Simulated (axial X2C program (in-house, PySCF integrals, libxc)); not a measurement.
**FNbF⁻: bond lengths and stretches, held linear**

An exercise on one series of results from a longer session: the logs are not shown, and one member is left open.

Method: all-electron X2C, two-component (2c) or spin-free, F dyall-av3z, Nb dyall-v3z; program: an in-house X2C program for linear molecules on PySCF integrals.

All values are calculated.

2 further runs of the same task are left out: 2 set aside as unsound or not needed.

Set-up of the first run:

The input, task.json:

```json
{"zs": [9, 41, 9], "q": -1, "bas": ["dyall-av3z", "dyall-v3z", "dyall-av3z"], "r0": [2.11, 2.11], "symm": 1, "scan": ["PBE0", "HF", "BHandHLYP"], "levels": ["PBE0", "HF", "r2SCAN"], "nst": 2}
```

Keys: zs atomic numbers; q charge; bas basis sets; r0 starting distance in Å; symm equal bonds; scan levels of the two-bond scan (MP2 follows by itself at each HF point); levels methods; nst determinants followed.

On the command line:

```console
python solin.py task.json out
```

Masses F 18.998, Nb 92.906, F 18.998 u.

Among the steps run: Scan at PBE0, 2c; Scan at BHandHLYP, 2c; Scan at PBE0, spin-free.

One table of the session follows, with a row left open; its other results are not shown here.

| level | r(F–Nb) (Å) | r(Nb–F) (Å) | lower stretch (cm⁻¹) | upper stretch (cm⁻¹) |
| --- | --- | --- | --- | --- |
| PBE0, 2c | ? | ? | ? | ? |
| BHandHLYP, 2c | 1.914 | 1.914 | 583.7 | 621.4 |
| PBE0, spin-free | 1.904 | 1.904 | 585.9 | 621.3 |
| HF, spin-free | 1.924 | 1.924 | 577.3 | 622.2 |
| BHandHLYP, spin-free | 1.913 | 1.913 | 584.3 | 622.0 |
| MP2, spin-free | 1.910 | 1.910 | 592.0 | 613.3 |

**Question.** Estimate the row for PBE0, 2c.

As computed: r(F–Nb) (Å): 1.905; r(Nb–F) (Å): 1.905; lower stretch (cm⁻¹): 585.0; upper stretch (cm⁻¹): 620.8. In the column «r(F–Nb) (Å)» it lies between PBE0, spin-free (1.904) and MP2, spin-free (1.910).

Scans not shown above were run alike.

Limits of these values: For an anion the highest level of a functional can be positive, and the basis then holds the extra electron. The molecule was held linear; bending was not examined, so a bent shape may lie lower.
